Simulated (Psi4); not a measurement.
# CCD/may-cc-pVTZ (density fitting, density fitting for correlation) run of AsH3 (arsine)

Aim: the energy difference between two shapes of AsH3 (arsine) at CCD/may-cc-pVTZ (density fitting, density fitting for correlation), from 2 runs. 

The calculation is run with Psi4 1.11.

6 further runs of the same task are left out: 1 for a known fault of the program, 1 that didn't finish, 4 set aside as unsound or not needed.

## 1. The structure to begin with

AsH3: 4 atoms, total charge 0, spin state singlet. SMILES: `[AsH3]`. The shape is that of a PBE0-D4/def2-TZVP optimisation.

Bond lengths: As1–H2 1.522 Å, As1–H3 1.522 Å, As1–H4 1.522 Å. Angles: H2–As1–H3 92.0°, H2–As1–H4 92.0°, H3–As1–H4 92.0°.

## 2. The energy at CCD/may-cc-pVTZ (density fitting, density fitting for correlation)

Contents of calc.inp:

```
memory 1600 mb

molecule molecule1 {
  0 1
  As
  H 1 R2
  H 1 R3 2 A3
  H 1 R4 3 A4 2 D4

  R2 = 1.521686
  R3 = 1.521665
  A3 = 91.98507
  R4 = 1.52171
  A4 = 91.98753
  D4 = 92.058
  units angstrom
}

set {
  basis       may-cc-pVTZ
  freeze_core true
  cc_type     df
  scf_type    df
}

energy("ccd")
```

Run with:

```sh
$ psi4 calc.inp calc.out -n 1
```

calc.out:

```text
[...]
  Running in c1 symmetry.
[...]
  Nuclear repulsion =   35.153178369028240
[...]
  Multiplicity = 1
[...]
  Nalpha       = 18
  Nbeta        = 18
[...]
    Number of basis functions: 89
[...]
   @DF-RHF iter   1: -2235.12684847532637   -2.94718e+00   2.04181e-02 DIIS/ADIIS
[...]
   @DF-RHF iter  10: -2235.97341366661021   -7.27596e-12   4.82217e-09 DIIS
[...]
    Orbital Energies [Eh]
    ---------------------
    Doubly Occupied:
       1A   -432.572392     2A    -56.296655     3A    -50.141336
       4A    -50.141336     5A    -50.140684     6A     -8.019317
       7A     -5.873706     8A     -5.873706     9A     -5.870162
      10A     -2.108038    11A     -2.108037    12A     -2.103646
      13A     -2.103646    14A     -2.100778    15A     -0.830425
      16A     -0.495028    17A     -0.495023    18A     -0.381706
[...]
  @DF-RHF Final Energy: -2235.97341366661021
   => Energetics <=
    Nuclear Repulsion Energy =             35.1531783690282396
    One-Electron Energy =               -3186.9419436279440561
    Two-Electron Energy =                 915.8153515923053192
    Total Energy =                      -2235.9734136666102131
[...]
 Multipole Moments:
 ------------------------------------------------------------------------------------
     Multipole            Electronic (a.u.)      Nuclear  (a.u.)        Total (a.u.)
 ------------------------------------------------------------------------------------
 L = 1.  Multiply by 2.5417464519 to convert [e a0] to [Debye]
 Dipole X            :          1.4499982           -1.5351645           -0.0851663
 Dipole Y            :         -1.3987397            1.4809244            0.0821847
 Dipole Z            :         -1.3511627            1.4305289            0.0793663
 Magnitude           :                                                    0.1425013
[...]
	DF-MP2 Total Energy (a.u.)         : -2236.20528488860555
[...]
```

Wall time 6 s (1 thread of INTEL XEON PLATINUM 8581C at 2.30GHz (Emerald Rapids), shared host); peak memory 0.83 GiB.

## 3. The distorted shape at the same level

Contents of job.in:

```
memory 1.6 GB

molecule {
  0 1
  As
  H 1 r2
  H 1 r3 2 a3
  H 1 r4 3 a4 2 d4

  r2 = 1.534779
  r3 = 1.391361
  a3 = 94.55537
  r4 = 1.692997
  a4 = 92.88786
  d4 = 87.48988
}

set {
  basis       may-cc-pVTZ
  freeze_core true
  cc_type     df
  scf_type    df
}

result, w = energy("ccd", return_wfn=True)
```

Run with:

```sh
$ psi4 -n 1 job.in job.out
```

job.out:

```text
[...]
  Running in c1 symmetry.
[...]
  Nuclear repulsion =   34.962653956932527
[...]
  Multiplicity = 1
[...]
  Nalpha       = 18
  Nbeta        = 18
[...]
    Number of basis functions: 89
[...]
   @DF-RHF iter   1: -2235.09618575791910   -2.93826e+00   2.04435e-02 ADIIS/DIIS
[...]
   @DF-RHF iter  11: -2235.95717017814013   -5.91172e-12   3.83402e-09 DIIS
[...]
    Orbital Energies [Eh]
    ---------------------
    Doubly Occupied:
       1A   -432.575473     2A    -56.299869     3A    -50.144751
       4A    -50.144336     5A    -50.143771     6A     -8.022762
       7A     -5.877184     8A     -5.877009     9A     -5.873496
      10A     -2.111686    11A     -2.111333    12A     -2.107375
      13A     -2.106796    14A     -2.103959    15A     -0.833275
      16A     -0.516696    17A     -0.464832    18A     -0.383042
[...]
  @DF-RHF Final Energy: -2235.95717017814013
   => Energetics <=
    Nuclear Repulsion Energy =             34.9626539569325274
    One-Electron Energy =               -3186.4443571986907955
    Two-Electron Energy =                 915.5245330636179233
    Total Energy =                      -2235.9571701781401316
[...]
 Multipole Moments:
 ------------------------------------------------------------------------------------
     Multipole            Electronic (a.u.)      Nuclear  (a.u.)        Total (a.u.)
 ------------------------------------------------------------------------------------
 L = 1.  Multiply by 2.5417464519 to convert [e a0] to [Debye]
 Dipole X            :          1.7705444           -1.7062867            0.0642577
 Dipole Y            :         -1.1200192            1.3210308            0.2010116
 Dipole Z            :         -1.4572278            1.5200661            0.0628384
 Magnitude           :                                                    0.2201894
[...]
	DF-MP2 Total Energy (a.u.)         : -2236.18922828902259
[...]
```

Wall time 6 s (1 thread of INTEL XEON PLATINUM 8581C at 2.30GHz (Emerald Rapids), shared host); peak memory 0.83 GiB.

## 4. Results

At CCD/may-cc-pVTZ (density fitting, density fitting for correlation), 9 core orbitals frozen:

```
                                                    quantity           value
                                   first shape: total energy  -2236.22534 Eh
            first shape: HOMO energy (Hartree–Fock orbitals)       -10.39 eV
            first shape: LUMO energy (Hartree–Fock orbitals)         1.61 eV
          first shape: HOMO–LUMO gap (Hartree–Fock orbitals)        12.00 eV
    first shape: correlation energy (9 core orbitals frozen)      -251.9 mEh
                               distorted shape: total energy  -2236.20973 Eh
        distorted shape: HOMO energy (Hartree–Fock orbitals)       -10.42 eV
        distorted shape: LUMO energy (Hartree–Fock orbitals)         1.53 eV
      distorted shape: HOMO–LUMO gap (Hartree–Fock orbitals)        11.95 eV
distorted shape: correlation energy (9 core orbitals frozen)      -252.6 mEh
                      energy change with the atoms displaced        0.425 eV
```

In words: With the atoms displaced the energy rises by 0.42 eV (9.8 kcal/mol). The first shape isn't relaxed at this level, so the change isn't measured from a minimum.
